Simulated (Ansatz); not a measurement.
# LuPd: how the settings move a relaxation

How sensitive is a relaxation of LuPd to its settings? A reference run comes first, then one run with altered input.

Method: reference: DFT, r2SCAN, PAW with Ansatz's default frozen-core files, scalar-relativistic; relaxation of cell and atoms, in Ansatz 0.2.0.

### Step 1. The starting structure

The structure is cubic, space group Pm-3m (No. 221). Conventional cell: a = 3.415 Å, b = 3.415 Å, c = 3.415 Å, α = 90.00°, β = 90.00°, γ = 90.00°. Around Lu (site symmetry m-3m) lie 8 Pd at 2.96 Å. Around Pd (site symmetry m-3m) lie 8 Lu at 2.96 Å.

Coordinates:

```
CELL_PARAMETERS angstrom
3.41500 0.00000 0.00000
0.00000 3.41500 0.00000
0.00000 0.00000 3.41500
ATOMIC_POSITIONS crystal
Lu 0.00000 0.00000 0.00000
Pd 0.50000 0.50000 0.50000
```

### Step 2. The reference run

input.yaml

```yaml
crystal:
  lattice:
    - [3.415, 0.0, 0.0]
    - [0.0, 3.415, 0.0]
    - [0.0, 0.0, 3.415]
  atoms:
    - { symbol: Lu, position: [0.0, 0.0, 0.0] }
    - { symbol: Pd, position: [0.5, 0.5, 0.5] }
kpoints:
  mp_grid: { grid: [10, 10, 10] }
scf:
  occupations: { method: fermi_dirac, width: 0.1 }
hamiltonian:
  xc: r2scan
  pseudopotentials: { kind: paw }
relax:
  f_tol: 0.002
  max_steps: 80
  cell: {}
output:
  forces: true
  stress: true
  write_density: true
  write_potential: true
  elf: true
  volumetric_format: npy
```

Run with:

```sh
$ ansatz run input.yaml --threads 1 --pin off --max-ram 3072MiB --backend cpu --events-out ev --progress --plain --runs-dir out
```

The main lines of its log:

```text
[...]
Basis set: ecut = 500 eV, 1021 PW (Γ), exchange–correlation on 100×100×100 points (64 copies of the dense FFT grid, shifted against one another)
[...]
k-points: 56 of 1000
[...]
SCF iter   1: F=—  HF=-21731.349960 eV  |F-HF|=—  |Δ(HF+E_count)|=         —  Δρ=1.16e-2  dr2=3.99e-2  dr2_τ=2.79e-2  ethr=1.77e-3  ⟨swp⟩=5.8  Hψ=7329  notcnv=0
preconditioner: auto → Kerker (q_TF=auto, 2.763 Å⁻¹)  [metal: Δε(μ)=0.022 eV  Ē_g=11.932 eV  σ=0.100 eV  W_gap=0.06  n_scr=18 (ndim 8)  ℏωp=33.8 eV  f_vac=0.000  D(μ)=1.42/eV (n_scr^D=6)]
SCF iter   2: F=—  HF=-21731.372482 eV  |F-HF|=—  |Δ(HF+E_count)|=   2.25e-2  Δρ=7.19e-3  dr2=1.50e-2  dr2_τ=3.02e-3  ethr=9.28e-5  ⟨swp⟩=3.0  Hψ=4627  notcnv=0
[...]
relax step   1: F+E_penalty+E_count = -21731.36260731 eV  Δ(F+E_penalty+E_count) = +0.000e0 eV  max|allowed force component| = 5.391e-29 eV/Å  Δτ_max = 0.0000 Å  P = +0.378 GPa  Ω = 39.826 Å³  (9 SCF iters, dr2 threshold 1.00e-7 eV, accepted)
[...]
relax step   2: F+E_penalty+E_count = -21731.36216999 eV  Δ(F+E_penalty+E_count) = +4.373e-4 eV  max|allowed force component| = 8.595e-30 eV/Å  Δτ_max = 0.0000 Å  P = -0.515 GPa  Ω = 40.156 Å³  energy of the carried Pulay correction = -2.895e-4 eV  (8 SCF iter
[...]
relax step   3: F+E_penalty+E_count = -21731.36264688 eV  Δ(F+E_penalty+E_count) = -3.957e-5 eV  max|allowed force component| = 4.207e-30 eV/Å  Δτ_max = 0.0000 Å  P = -0.003 GPa  Ω = 39.965 Å³  energy of the carried Pulay correction = -1.224e-4 eV  (11 SCF ite
[...]
SCF iter   4: F=—  HF=-21731.362775 eV  |F-HF|=—  |Δ(HF+E_count)|=  7.09e-10  Δρ=5.08e-7  dr2=6.86e-11  dr2_τ=2.72e-11  ethr=1.82e-12  ⟨swp⟩=3.0  Hψ=3226  notcnv=0
SCF iter   5: F=-21731.362775 eV  HF=-21731.362775 eV  |F-HF|=7.28e-12  |Δ(HF+E_count)|=  3.64e-12  Δρ=3.02e-7  dr2=1.40e-11  dr2_τ=3.16e-12  ethr=1.00e-12  ⟨swp⟩=8.8  Hψ=9966  notcnv=0
[...]
relax step   4: F+E_penalty+E_count = -21731.36277517 eV  Δ(F+E_penalty+E_count) = -1.283e-4 eV  max|allowed force component| = 4.470e-30 eV/Å  Δτ_max = 0.0000 Å  P = -0.002 GPa  Ω = 39.965 Å³  stress off target by 1.89e-3 GPa  SCF on the basis re-selected at 
[...]
SCF converged after 5 iterations
Free energy (F): -21731.362775 eV
[...]
E sigma→0 (E₀):  -21731.340740 eV
[...]
Fermi energy:    17.848860 eV
[...]
  P = ⅓ Tr σ = -0.0019 GPa (-0.019 kbar)
[...]
--- Relaxed structure (3 steps of the walk, 2 accepted, 1 SCFs on fresh bases) ---
[...]
```

Wall time 26 s (1 thread of Intel Xeon Platinum 8488C (Sapphire Rapids), shared host); peak memory 0.5 GiB.

### Step 3. Changed: starting moments, preconditioner kerker, spin_polarized true, ecutrho_ratio 8

input.yaml

```yaml
crystal:
  lattice:
    - [3.415, 0.0, 0.0]
    - [0.0, 3.415, 0.0]
    - [0.0, 0.0, 3.415]
  atoms:
    - { symbol: Lu, position: [0.0, 0.0, 0.0], spin: 1.0 }
    - { symbol: Pd, position: [0.5, 0.5, 0.5], spin: 3.0 }
kpoints:
  mp_grid: { grid: [10, 10, 10] }
scf:
  occupations: { method: fermi_dirac, width: 0.1 }
  mixing: { preconditioner: kerker }
hamiltonian:
  xc: r2scan
  pseudopotentials: { kind: paw }
relax:
  f_tol: 0.002
  max_steps: 80
  cell: {}
output:
  forces: true
  stress: true
magnetization:
  spin_polarized: true
basis:
  ecutrho_ratio: 8
```

Run with:

```sh
$ ansatz run input.yaml --threads 1 --pin off --max-ram 3072MiB --backend cpu --events-out ev --progress --plain --runs-dir out
```

The program printed, cut to the lines that bear on the results:

```text
[...]
Pseudopotentials: kind: paw
Pseudopotential: Lu, paw, valence charge 25, recommended cutoff 500 eV (meta_gga), Lu.paw.azcp
Pseudopotential: Pd, paw, valence charge 18, recommended cutoff 500 eV (meta_gga), Pd.paw.azcp
Functional definition: r2SCAN
[...]
Crystal: 2 atoms, lattice volume = 39.826 Å³
Basis set: ecut = 500 eV, 1021 PW (Γ), exchange–correlation on 144×144×144 points (64 copies of the dense FFT grid, shifted against one another)
Bands: 29, of which v1, the nominal top of the filled ones, is band 22 counted from 1 (21 counted from 0)
Symmetry: 48 space group operations
Space group: Pm-3m (ITA 221), of the structure as read, at distance tolerance 3.4e-5 Å
Magnetic group: BNS 221.92 (UNI 1594), of the structure as read, at distance tolerance 3.4e-5 Å
k-points: 56 of 1000
[...]
Starting moments: Σ|m| = 4 μB on 2 of 2 sites
[...]
spin=Collinear: Kerker preconditioning applied to the charge; magnetization (m = ρ↑ − ρ↓) channel mixes plain (no charge-response kernel on spin).
SCF iter   1: F=—  HF=-21741.551178 eV  |F-HF|=—  |Δ(HF+E_count)|=         —  Δρ=2.60e-1 (↑2.60e-1 ↓1.40e-1)  dr2=1.01e2  dr2_τ=9.48e-1  dr2_m=2.18e0  M=1.514 μB ∫|m|=1.611 μB  β_m=0.48  ethr=3.10e-3  ⟨swp⟩=5.2  Hψ=14973  notcnv=0
[...]
WARN: the starting moments were not kept: the SCF closed with an absolute magnetisation of 9.9e-6 μB, where they sum to 4 μB in size (2 sites). That is at most 0.1 of that sum. Measured as dr2_m measures the in/out step, that magnetisation stands 1.0e-11 eV from none, at or under the [...]
SCF converged after 10 iterations
Stability not checked: this state was not tested for a lower state beside it, because the mixer in use, unlike msr1, does not test its closes by its own steps (another_mixer; see scf.mixing.algorithm and scf.lower_state_search)
Magnetization: 0.0000 μB (21.5000 up, 21.5000 down)
Absolute magnetization: 0.0000 μB (∫|ρ↑−ρ↓|, with the PAW one-centre terms)
Spin contamination: 0.0000 ħ² per cell (⟨S²⟩ above its minimum at these occupations)
Per-site moments (μB) at R_I (Å): [(-1.2900152038260803e-9, 1.2213739769604701), (3.7198465752578875e-9, 1.2213739769604701)]
Free energy (F): -21731.362775 eV
[...]
E sigma→0 (E₀):  -21731.340740 eV
Entropy (-TS):   -0.044071 eV (-22.035 meV/atom)
Fermi energy:    17.848934 eV
[...]
--- Forces (eV/Å), atoms counted from 1 ---
  atom   1  Lu     0.00000000    -0.00000000     0.00000000
  atom   2  Pd    -0.00000000    -0.00000000    -0.00000000
[...]
--- Stress (GPa, compression-positive) ---
       -0.001502       0.000000       0.000000
        0.000000      -0.001502      -0.000000
        0.000000      -0.000000      -0.001502
  P = ⅓ Tr σ = -0.0015 GPa (-0.015 kbar)
--- Relaxed structure (3 steps of the walk, 2 accepted, 1 SCFs on fresh bases) ---
  F+E_penalty+E_count = -21731.36277499 eV   max|allowed force component| = 6.212e-30 eV/Å   (the final SCF, on the basis selected at the relaxed cell)
  cell:  # Å, volume = 39.9652 Å³
    - [3.418960457596757, 0.0, 8.024708101613482e-35]
    - [-6.419766481290786e-35, 3.418960457596757, 0.0]
    - [-4.81482486096809e-35, 0.0, 3.418960457596757]
  atoms:
    - { symbol: Lu, position: [7.31511930420656e-99, -8.014380858373085e-49, 3.205752343349234e-48] }
    - { symbol: Pd, position: [0.5, 0.5, 0.5] }
```

Run time: 79 s. Hardware: 1 thread of Intel Xeon Platinum 8488C (Sapphire Rapids), shared host; peak memory 0.73 GiB.

With the changed spin polarisation, mixing and numerical grids the energy stays within 0.5 meV/atom: no moment survives, so both runs end on the same non-magnetic state.

### Step 4. Comparison

```
                                                                             run     ending  energy change  pressure (GPa)  gap (eV)  force (eV/Å)  cycles  time
                                                                       reference  converged              0             0.0      0.00          0.00      33  26 s
1: starting moments, preconditioner kerker, spin_polarized true, ecutrho_ratio 8  converged   0.0 meV/atom             0.0      0.00          0.00      61  79 s
```

Times don't compare one to one where runs were asked for different outputs or read a saved state (see the inputs); cycles may leave out searches for a lower state.

What this shows: With the changed spin polarisation, mixing and numerical grids the energy stays within 0.5 meV/atom: no moment survives, so both runs end on the same non-magnetic state.
